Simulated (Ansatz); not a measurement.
# C3H11AlOSi: the cost of one run

All numbers below are computed with Ansatz 0.2.0 (RKS PBE/STO-3G).

**1. The system as given**

Bond lengths (14 of 16 bonds, heavy atoms first): Al1–C2 1.945 Å, C2–O3 1.399 Å, O3–C4 1.516 Å, C4–C5 1.513 Å, C5–Si6 1.894 Å, Al1–H7 1.568 Å, Al1–H8 1.639 Å, C2–H9 1.089 Å, C2–H10 1.110 Å, C4–H11 1.038 Å, C4–H12 1.124 Å, C5–H13 1.076 Å, C5–H14 1.095 Å, Si6–H15 1.477 Å. Angles (14 of 28 angles, heavy atoms first): Al1–C2–O3 107.4°, C2–O3–C4 108.1°, O3–C4–C5 107.2°, C4–C5–Si6 114.3°, Al1–C2–H9 108.3°, Al1–C2–H10 109.3°, O3–C2–H9 109.8°, O3–C2–H10 110.8°, C2–Al1–H7 122.6°, C2–Al1–H8 117.8°, O3–C4–H11 112.8°, O3–C4–H12 105.2°, C5–C4–H11 113.4°, C5–C4–H12 108.9°.

As a file:

```xyz
17

Al   -1.8118   -1.2965   -2.2485
C    -0.0536   -0.9047   -1.5143
O    -0.1674   -0.9278   -0.1199
C     1.1667   -0.5127    0.4686
C     1.0780    0.9648    0.7833
Si   -0.2802    1.4172    2.0236
H    -2.0769   -2.5155   -3.1983
H    -3.0294   -0.2508   -1.9157
H     0.6342   -1.6834   -1.8406
H     0.2760    0.0950   -1.8661
H     1.9694   -0.7568   -0.1427
H     1.2559   -1.0859    1.4314
H     2.0022    1.2854    1.2321
H     0.9025    1.5800   -0.1056
H    -1.5910    1.0598    1.4448
H    -0.2185    2.8731    2.3470
H    -0.0750    0.6585    3.2610
```

**2. Relaxing end A**

Contents of input.yaml:

```yaml
crystal:
  periodic: [false, false, false]
  atoms:
    - { symbol: Al, position_ang: [-1.8118, -1.2965, -2.2485] }
    - { symbol: C, position_ang: [-0.0536, -0.9047, -1.5143] }
    - { symbol: O, position_ang: [-0.1674, -0.9278, -0.1199] }
    - { symbol: C, position_ang: [1.1667, -0.5127, 0.4686] }
    - { symbol: C, position_ang: [1.078, 0.9648, 0.7833] }
    - { symbol: Si, position_ang: [-0.2802, 1.4172, 2.0236] }
    - { symbol: H, position_ang: [-2.0769, -2.5155, -3.1983] }
    - { symbol: H, position_ang: [-3.0294, -0.2508, -1.9157] }
    - { symbol: H, position_ang: [0.6342, -1.6834, -1.8406] }
    - { symbol: H, position_ang: [0.276, 0.095, -1.8661] }
    - { symbol: H, position_ang: [1.9694, -0.7568, -0.1427] }
    - { symbol: H, position_ang: [1.2559, -1.0859, 1.4314] }
    - { symbol: H, position_ang: [2.0022, 1.2854, 1.2321] }
    - { symbol: H, position_ang: [0.9025, 1.58, -0.1056] }
    - { symbol: H, position_ang: [-1.591, 1.0598, 1.4448] }
    - { symbol: H, position_ang: [-0.2185, 2.8731, 2.347] }
    - { symbol: H, position_ang: [-0.075, 0.6585, 3.261] }
basis:
  gaussian: { orbitals: STO-3G }
hamiltonian:
  xc: pbe
relax:
  f_tol: 0.015
  max_steps: 40
output:
  orbitals: {}
```

Run with:

```sh
$ ansatz run input.yaml --threads 1 --pin off --max-ram 2048MiB --backend cpu --events-out ev --progress --plain --runs-dir out
```

What time and memory should one allow on 1 thread of AMD EPYC 7R43 (Zen 3), shared host?

About 2.1 min, with a peak of 0.18 GiB.
